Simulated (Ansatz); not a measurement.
**CH₄BI (SMILES BCI): single points off equilibrium**

An exercise on one series of results from a longer session: the logs are not shown, and one member is left open.

Computed with Ansatz 0.2.0, Gaussian basis. Level: single points in def2-TZVPP.

Correlated methods freeze the cores. Filled d shells of the heavier atoms are correlated. Core potentials replace the inner electrons past krypton, and spin-orbit coupling is left out.

## The starting structure

SMILES `BCI`, 7 atoms, charge 0, spin multiplicity 1.

Atoms are counted from 1 here; the program's logs count them from 0.

Bond lengths: B1–C2 1.487 Å, B1–H4 1.124 Å, B1–H5 1.177 Å, C2–I3 2.352 Å, C2–H6 1.221 Å, C2–H7 1.080 Å. Angles: C2–B1–H4 122.8°, C2–B1–H5 115.1°, H4–B1–H5 122.1°, B1–C2–I3 117.1°, B1–C2–H6 117.9°, B1–C2–H7 112.5°, I3–C2–H6 103.6°, I3–C2–H7 97.5°, H6–C2–H7 105.8°.

Coordinates:

| atom | x (Å) | y (Å) | z (Å) |
| --- | --- | --- | --- |
| B1 | -0.8803 | 0.1808 | -0.4514 |
| C2 | 0.4491 | 0.1115 | 0.2122 |
| I3 | 1.0849 | -1.9606 | 1.1262 |
| H4 | -1.5717 | -0.7019 | -0.5242 |
| H5 | -1.1739 | 1.2406 | -0.8707 |
| H6 | 0.6802 | 0.9048 | 1.1105 |
| H7 | 1.2658 | 0.2128 | -0.4871 |

Set-up of the first run:

Input file run/in.yaml:

```yaml
crystal:
  periodic: [false, false, false]
  atoms:
    - {symbol: B, position_ang: [-0.880300, 0.180800, -0.451400]}
    - {symbol: C, position_ang: [0.449100, 0.111500, 0.212200]}
    - {symbol: I, position_ang: [1.084900, -1.960600, 1.126200]}
    - {symbol: H, position_ang: [-1.571700, -0.701900, -0.524200]}
    - {symbol: H, position_ang: [-1.173900, 1.240600, -0.870700]}
    - {symbol: H, position_ang: [0.680200, 0.904800, 1.110500]}
    - {symbol: H, position_ang: [1.265800, 0.212800, -0.487100]}
basis:
  gaussian: {orbitals: def2-TZVPP}
correlation: {method: ccsd_t}
output: {forces: true}
```

The command line of these runs was not kept.

Steps of the session up to this table: CCSD(T)/def2-TZVPP; PBE0-D4/def2-TZVPP; wB97M-V/def2-TZVPP; r2SCAN-D4/def2-TZVPP; PBE-D4/def2-TZVPP; SPW92/def2-TZVPP; r2SCAN0-D4/def2-TZVPP.

One table of the session follows, with a row left open; its other results are not shown here.

| method | RMS force component (eV/Å) | angle to CCSD(T) forces (°) | dipole (D) |
| --- | --- | --- | --- |
| CCSD(T) | 1.385 | reference | 1.99 |
| PBE0-D4 | 1.311 | 6.6 | 2.18 |
| wB97M-V | 1.349 | 4.1 | 2.13 |
| r2SCAN-D4 | 1.244 | 8.5 | 2.27 |
| PBE-D4 | ? | ? | ? |
| SPW92 | 1.202 | 19.5 | 2.14 |
| r2SCAN0-D4 | 1.326 | 6.5 | 2.31 |

**Question.** Estimate the row for PBE-D4.

As computed: RMS force component (eV/Å): 1.213; angle to CCSD(T) forces (°): 11.1; dipole (D): 2.09. In the column «RMS force component (eV/Å)» it lies between SPW92 (1.202) and r2SCAN-D4 (1.244).
